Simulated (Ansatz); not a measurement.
# TiNCl: the cost of one run

Computed with Ansatz 0.2.0 (DFT r2SCAN, scalar-relativistic, plane waves, PAW, unless a step's input says otherwise).

### Step 1. The starting structure

The structure is orthorhombic, space group Pmmn (No. 59). The conventional cell has a = 3.266 Å, b = 3.942 Å, c = 8.096 Å, α = 90.00°, β = 90.00°, γ = 90.00°. Ti (site symmetry mm2) is surrounded by 4 N at 2.00 to 2.01 Å and 2 Cl at 2.45 Å. N (site symmetry mm2) has 4 Ti at 2.00 to 2.01 Å in its first shell of neighbours. Around Cl (site symmetry mm2) lie 2 Ti at 2.45 Å.

As a file:

```xyz
6
Lattice="3.2658 0.0000 0.0000 0.0000 3.9421 0.0000 0.0000 0.0000 8.0963" Properties=species:S:1:pos:R:3 pbc="T T T"
Ti    1.6329    0.0000    0.7753
Ti    0.0000    1.9710    7.3210
N     0.0000    0.0000    7.7226
N     1.6329    1.9710    0.3737
Cl    1.6329    1.9710    5.4899
Cl    0.0000    0.0000    2.6064
```

(A quick probe on a coarse mesh, which set the mesh and smearing, is not shown.)

### Step 3. Full relaxation

Contents of input.yaml:

```yaml
crystal:
  lattice:
    - [3.26575402, 0.0, 0.0]
    - [0.0, 3.94206289, 0.0]
    - [0.0, 0.0, 8.09629069]
  atoms:
    - { symbol: Ti, position: [0.5, 0.0, 0.09576351] }
    - { symbol: Ti, position: [0.0, 0.5, 0.90423649] }
    - { symbol: "N", position: [0.0, 0.0, 0.95384219] }
    - { symbol: "N", position: [0.5, 0.5, 0.04615781] }
    - { symbol: Cl, position: [0.5, 0.5, 0.67807742] }
    - { symbol: Cl, position: [0.0, 0.0, 0.32192258] }
basis:
  ecutwfc: 500
kpoints:
  mp_grid: { grid: [8, 8, 4] }
hamiltonian:
  xc: r2scan
scf:
  occupations: { method: gaussian, width: 0.02 }
output:
  forces: true
  stress: true
  eigenvalues: true
relax:
  adjacent_minimum: "off"
  f_tol: 0.01
  max_steps: 80
  cell: { stress_tol: 0.05 }
```

Started as:

```bash
$ ansatz run input.yaml --threads 1 --pin off --max-ram 2560MiB --backend cpu --events-out ev --progress --plain --runs-dir out
```

What time and memory should one allow on 1 thread of Arm Neoverse V1, shared host?

About 2.5 min, with a peak of 0.69 GiB.
